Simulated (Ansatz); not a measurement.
# CH5BClN: the cost of one run

Program: Ansatz 0.2.0. Level of theory: RKS PBE-D4/6-31G. These are calculated values, not measurements.

**1. The system as given**

Bond lengths: B1–C2 1.600 Å, C2–H3 1.110 Å, C2–H4 1.110 Å, C2–H5 1.110 Å, B1–Cl6 1.860 Å, B1–N7 1.550 Å, N7–H8 1.060 Å, N7–H9 1.060 Å. Angles: B1–C2–H3 109.5°, B1–C2–H4 109.5°, B1–C2–H5 109.5°, H3–C2–H4 109.4°, H3–C2–H5 109.4°, H4–C2–H5 109.4°, C2–B1–Cl6 120.0°, C2–B1–N7 120.0°, Cl6–B1–N7 120.0°, B1–N7–H8 120.0°, B1–N7–H9 120.0°, H8–N7–H9 120.0°.

As a file:

```xyz
9

B     0.0000    0.0000    0.0000
C     0.0000    0.0000    1.6000
H    -0.9996   -0.3092    1.9705
H     0.7676   -0.7111    1.9705
H     0.2320    1.0203    1.9705
Cl    1.6108    0.0000   -0.9300
N    -1.3423    0.0000   -0.7750
H    -2.0112   -0.8164   -0.6764
H    -1.5914    0.8164   -1.4036
```

**2. Relaxing the start**

The input, input.yaml:

```yaml
crystal:
  periodic: [false, false, false]
  atoms:
    - { symbol: B, position_ang: [0.0, 0.0, 0.0] }
    - { symbol: C, position_ang: [0.0, 0.0, 1.6] }
    - { symbol: H, position_ang: [-0.9996, -0.3092, 1.9705] }
    - { symbol: H, position_ang: [0.7676, -0.7111, 1.9705] }
    - { symbol: H, position_ang: [0.232, 1.0203, 1.9705] }
    - { symbol: Cl, position_ang: [1.6108, 0.0, -0.93] }
    - { symbol: "N", position_ang: [-1.3423, 0.0, -0.775] }
    - { symbol: H, position_ang: [-2.0112, -0.8164, -0.6764] }
    - { symbol: H, position_ang: [-1.5914, 0.8164, -1.4036] }
basis:
  gaussian: { orbitals: "6-31G" }
hamiltonian:
  xc: pbe
  dispersion: d4
relax:
  f_tol: 0.02
  max_steps: 40
```

Launch:

```sh
ansatz run input.yaml --threads 1 --pin off --max-ram 2048MiB --backend cpu --events-out ev --progress --plain --runs-dir out
```

What time and memory should one allow on 1 thread of Arm Neoverse V1, shared host?

About 21 s, with a peak of 0.15 GiB.
